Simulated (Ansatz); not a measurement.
**C2H8AlB: small, medium and large basis sets**

The task here is to estimate one member of a computed series from the others.

Computed with Ansatz 0.2.0, Gaussian basis. Level: one geometry, several basis sets.

The runs, in order: PBE0-D4/def2-SVP; ωB97M-V/def2-SVP; PBE0-D4/def2-QZVPP; ωB97M-V/def2-QZVPP; the functionals' def2-TZVPP values are taken from earlier runs.

## Structure used throughout

An earlier PBE0-D4 in a triple-zeta def2 set relaxation fixed the geometry.

SMILES `CB[CH2][AlH2]`, 12 atoms, charge 0, spin multiplicity 1.

Atoms are counted from 1 here; the program's logs count them from 0.

Bond lengths: C1–B2 1.566 Å, C1–H5 1.093 Å, C1–H6 1.096 Å, C1–H7 1.098 Å, B2–C3 1.524 Å, B2–H8 1.206 Å, C3–Al4 1.973 Å, C3–H9 1.097 Å, C3–H10 1.093 Å, Al4–H11 1.586 Å, Al4–H12 1.585 Å. Angles: B2–C1–H5 115.1°, B2–C1–H6 111.6°, B2–C1–H7 108.4°, H5–C1–H6 108.7°, H5–C1–H7 107.8°, H6–C1–H7 104.6°, C1–B2–C3 123.6°, C1–B2–H8 117.8°, C3–B2–H8 118.5°, B2–C3–Al4 105.1°, B2–C3–H9 115.0°, B2–C3–H10 116.0°, Al4–C3–H9 102.5°, Al4–C3–H10 103.6°, H9–C3–H10 112.5°, C3–Al4–H11 119.5°, C3–Al4–H12 120.0°, H11–Al4–H12 120.5°.

Set-up of the first run:

The input, in.yaml:

```yaml
crystal:
  periodic: [false, false, false]
  atoms:
    - {symbol: C, position_ang: [-0.791557, 1.530786, -0.453572]}
    - {symbol: B, position_ang: [-0.188107, 0.612694, 0.662286]}
    - {symbol: C, position_ang: [1.030079, -0.278039, 0.452487]}
    - {symbol: Al, position_ang: [0.308947, -1.986419, -0.220179]}
    - {symbol: H, position_ang: [-0.293979, 1.468270, -1.424438]}
    - {symbol: H, position_ang: [-1.862406, 1.343371, -0.593821]}
    - {symbol: H, position_ang: [-0.735343, 2.573202, -0.113121]}
    - {symbol: H, position_ang: [-0.761249, 0.563737, 1.722423]}
    - {symbol: H, position_ang: [1.699090, 0.033884, -0.358631]}
    - {symbol: H, position_ang: [1.574575, -0.567174, 1.355600]}
    - {symbol: H, position_ang: [-0.046179, -2.131318, -1.759115]}
    - {symbol: H, position_ang: [0.143130, -3.218196, 0.764080]}
basis:
  gaussian: {orbitals: def2-SVP}
hamiltonian: {xc: pbe0, dispersion: d4}
output: {orbitals: {seedname: orbitals}}
```

Started as:

```sh
$ ansatz run in.yaml --threads 2 --pin off --events-out ev --progress --plain --max-ram 4352MiB
```

Among the steps run: PBE0-D4 in def2-SVP; ωB97M-V in def2-SVP; PBE0-D4 in def2-QZVPP; ωB97M-V in def2-QZVPP.

One of the session's tables, all rows but one given; the rest of the session is left out.

It belongs to the step «Functionals by basis». 

| functional | basis | HOMO (eV) | LUMO (eV) |
| --- | --- | --- | --- |
| PBE0-D4 | def2-SVP | -8.06 | -1.76 |
| PBE0-D4 | def2-TZVPP | -8.07 | -1.78 |
| PBE0-D4 | def2-QZVPP | -8.07 | -1.79 |
| ωB97M-V | def2-SVP | -10.23 | -0.02 |
| ωB97M-V | def2-TZVPP | -10.26 | -0.12 |
| ωB97M-V | def2-QZVPP | ? | ? |

Estimate the missing values for ωB97M-V, def2-QZVPP.

As computed: HOMO (eV): -10.26; LUMO (eV): -0.23.
